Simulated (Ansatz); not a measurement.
Consider a ladder of basis sets of BrFHSn, SMILES [F][SnH][Br] (Ansatz 0.2.0, Python API).

Script `basis_brfhsn.py`:
```python
import ansatz as az


def main() -> None:
    mol = (
        az.Crystal.molecule()
        .atom('F', (-1.6863, 0.1043, 0.7552))
        .atom('Sn', (-0.251, -0.121, -0.4784))
        .atom('Br', (1.5015, -1.4896, 0.6433))
        .atom('H', (0.4913, 1.446, -0.9404))
    )

    calculation = mol.calculation()
    calculation = calculation.functional('pbe0')
    calculation = calculation.spin('collinear', total=1)
    calculation = calculation.accuracy('medium')

    energies = {}
    for basis in ['def2-SVP', 'def2-SVPD', 'def2-TZVP', 'def2-TZVPP']:
        summary = calculation.basis(gaussian=basis).run(threads=1).report
        size = summary['n_frozen'] + summary['n_occupied'][0] + summary['n_virtual'][0]
        energies[basis] = (summary['reference_energy_ev'] / 27.211386246, summary['free_energy_ev'] / 27.211386246)
        print(f'{basis:14s} {size:4d} orbitals  reference {energies[basis][0]:14.6f} Ha  total {energies[basis][1]:14.6f} Ha')

    last = energies['def2-TZVPP'][1]
    for basis, (_, total) in energies.items():
        print(f'{basis:14s} lies {27.211386 * (total - last):9.4f} eV above def2-TZVPP')


if __name__ == '__main__':
    main()
```

How far does the total energy move along this ladder of basis sets?

Against def2-SVP: def2-SVPD -17.5 mHa, def2-TZVP -454.2 mHa and def2-TZVPP -454.5 mHa. The last step alone is -0.24 mHa (these two sets differ little on atoms other than hydrogen). From the first set to the last the time grows from 2.4 to 4.1 s.

What the script printed:

```console
$ python basis_brfhsn.py
def2-SVP         77 orbitals  reference   -2888.150666 Ha  total   -2888.150666 Ha
def2-SVPD       104 orbitals  reference   -2888.168135 Ha  total   -2888.168135 Ha
def2-TZVP       135 orbitals  reference   -2888.604880 Ha  total   -2888.604880 Ha
def2-TZVPP      143 orbitals  reference   -2888.605119 Ha  total   -2888.605119 Ha
def2-SVP       lies   12.3663 eV above def2-TZVPP
def2-SVPD      lies   11.8909 eV above def2-TZVPP
def2-TZVP      lies    0.0065 eV above def2-TZVPP
def2-TZVPP     lies    0.0000 eV above def2-TZVPP
```

What to keep in mind:
- These settings explore the input space; basis and method may be short of convergence.
- The geometry is a force-field or estimated start, not a minimum of this method, and the last set is no limit. Much of the fall in a total is atomic energy, which cancels in bond and reaction energies.
- def2 sets replace the cores of elements past krypton by effective core potentials.
- The species is open-shell (spin multiplicity 2).
- Run time: 16 s on 1 thread of Intel(R) Xeon(R) Processor @ 2.30GHz (shared host), peak memory 0.51 GiB.
